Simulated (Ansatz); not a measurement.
# HfB3N: the cost of one run

Program: Ansatz 0.2.0. Level of theory: DFT PBE, scalar-relativistic, plane waves, PAW, unless a step names another level. These are calculated values, not measurements.

16 further runs of the same task are left out: 4 that didn't finish, 12 set aside as unsound or not needed.

### 1 The formula and the candidates

Pauling electronegativities: Hf 1.30, B 2.04, N 3.04 (spread 1.74). No set of common oxidation states balances it. Tabulated atomic sizes suggest about 10 Å³/atom. 37 candidates were drawn, by swapping species into database cells of other compounds, at random by space group and Wyckoff sites, or by hand, as the table says:

| name | made from | space group no. | Wyckoff sites | atoms (primitive cell) | V (Å³/atom) |
| --- | --- | --- | --- | --- | --- |
| c01 | random | 63 | Hf 4b; B 8d, 4c; N 4a | 10 | 12.0 |
| c02 | database cell of KCuF3 | 127 | Hf 2b; B 4g, 2c; N 2d | 10 | 8.6 |
| c03 | built by hand: YB2C2-type (P4/mbm), B3N-ordered 4-8 net | 26 | Hf 2a; B 2b, 2b, 2b; N 2b | 10 | 10.2 |
| c04 | database cell of Ca3AsN | 221 | Hf 1a; B 3c; N 1b | 5 | 10.7 |
| c05 | database cell of BaCO3 | 34 | Hf 2a; B 2b, 4c; N 2b | 10 | 11.9 |
| c06 | random | 18 | Hf 2b; B 4c, 2b; N 2a | 10 | 12.1 |
| c07 | database cell of BaGe3Pt | 107 | Hf 2a; B 2a, 4b; N 2a | 5 | 10.2 |
| c08 | database cell of SmGa3Ag | 119 | Hf 2d; B 2c, 4e; N 2a | 5 | 9.9 |
| c09 | built by hand: antiperovskite | 221 | Hf 1a; B 3c; N 1b | 5 | 10.1 |
| c10 | random | 31 | Hf 2a; B 4b, 2a; N 2a | 10 | 11.8 |
| c11 | random | 15 | Hf 4a; B 4e, 8f; N 4d | 10 | 10.9 |
| c12 | random | 191 | Hf 1b, 1a; B 2d, 4h; N 2e | 10 | 10.7 |
| c13 | database cell of SmGa3Cu | 119 | Hf 2a; B 4e, 2c; N 2d | 5 | 9.9 |
| c14 | random | 158 | Hf 2b; B 6d; N 2b | 10 | 12.8 |
| c15 | database cell of KNO3 | 1 | Hf 1a, 1a; B 1a, 1a, 1a, 1a, 1a, 1a; N 1a, 1a | 10 | 12.9 |
| c16 | random | 187 | Hf 1f; B 2i, 1d; N 1c | 5 | 10.5 |
| c17 | database cell of YbGa3Cu | 12 | Hf 4i; B 4i, 4i, 4i; N 2c, 2a | 10 | 10.9 |
| c18 | built by hand: HfN(111) slab with kagome boron layer | 156 | Hf 1a; B 3d; N 1b | 5 | 10.1 |
| c19 | built by hand: HfB2/BN layered intergrowth | 156 | Hf 1b; B 1c, 1c, 1a; N 1a | 5 | 10.1 |
| c20 | random | 166 | Hf 6c; B 18h; N 6c | 10 | 12.4 |
| c21 | database cell of CeGa3Pd | 63 | Hf 4c; B 4c, 8e; N 4c | 10 | 10.1 |
| c22 | random | 221 | Hf 1b; B 3d; N 1a | 5 | 12.2 |
| c23 | random | 118 | Hf 2d; B 4g, 2b; N 2a | 10 | 12.6 |
| c24 | built by hand: BaNiSn3-type | 107 | Hf 2a; B 4b, 2a; N 2a | 5 | 10.1 |
| c25 | random | 191 | Hf 1b; B 3g; N 1a | 5 | 11.8 |
| c26 | database cell of MgMnO3 | 148 | Hf 6c; B 18f; N 6c | 10 | 8.9 |
| c27 | random | 166 | Hf 3a; B 9e; N 3b | 5 | 12.7 |
| c28 | database cell of EuNbO3 | 140 | Hf 4c; B 8h, 4a; N 4b | 10 | 9.4 |
| c29 | random | 191 | Hf 1b; B 3f; N 1a | 5 | 12.2 |
| c30 | random | 119 | Hf 2d; B 4f, 2a; N 2b | 5 | 11.4 |
| c31 | database cell of LaMnO3 | 167 | Hf 6b; B 18e; N 6a | 10 | 8.7 |
| c32 | database cell of VPbO3 | 99 | Hf 1a; B 1a, 2c; N 1b | 5 | 10.7 |
| c33 | database cell of LuGaO3 | 194 | Hf 2a; B 4f, 2b; N 2c | 10 | 9.3 |
| c34 | random | 6 | Hf 1a; B 1b, 1b, 1b; N 1b | 5 | 11.4 |
| c35 | random | 131 | Hf 2f; B 4j, 2a; N 2e | 10 | 10.9 |
| c36 | random | 123 | Hf 1d; B 2f, 1a; N 1b | 5 | 12.9 |
| c37 | built by hand: CrB4-type, N-ordered | 31 | Hf 2a; B 2a, 2a, 2a; N 2a | 10 | 10.1 |

### 2 Screening run of c03

input.yaml reads:

```yaml
crystal:
  lattice:
    - [3.55, 0.0, 0.0]
    - [0.0, 5.35, 0.0]
    - [0.0, 0.0, 5.35]
  atoms:
    - { symbol: Hf, position: [0.0, 0.75, 0.0] }
    - { symbol: Hf, position: [0.0, 0.25, 0.5] }
    - { symbol: B, position: [0.5, 0.9, 0.65] }
    - { symbol: B, position: [0.5, 0.1, 0.85] }
    - { symbol: B, position: [0.5, 0.1, 0.15] }
    - { symbol: B, position: [0.5, 0.9, 0.35] }
    - { symbol: B, position: [0.5, 0.4, 0.85] }
    - { symbol: B, position: [0.5, 0.6, 0.35] }
    - { symbol: "N", position: [0.5, 0.6, 0.65] }
    - { symbol: "N", position: [0.5, 0.4, 0.15] }
basis:
  ecutwfc: 420
kpoints:
  mp_grid: { grid: [5, 3, 3] }
hamiltonian:
  xc: pbe
scf:
  occupations: { method: gaussian, width: 0.2 }
  lower_state_search: "off"
output:
  forces: true
  stress: true
  eigenvalues: true
relax:
  adjacent_minimum: "off"
  f_tol: 0.08
  max_steps: 16
  cell: { stress_tol: 0.8 }
```

Run with:

```sh
$ ansatz run input.yaml --threads 1 --pin off --max-ram 2560MiB --backend cpu --events-out ev --progress --plain --runs-dir out
```

Q: Estimate wall time and peak memory on 1 thread of Arm Neoverse V2, shared host.

About 92 s, with a peak of 0.36 GiB.
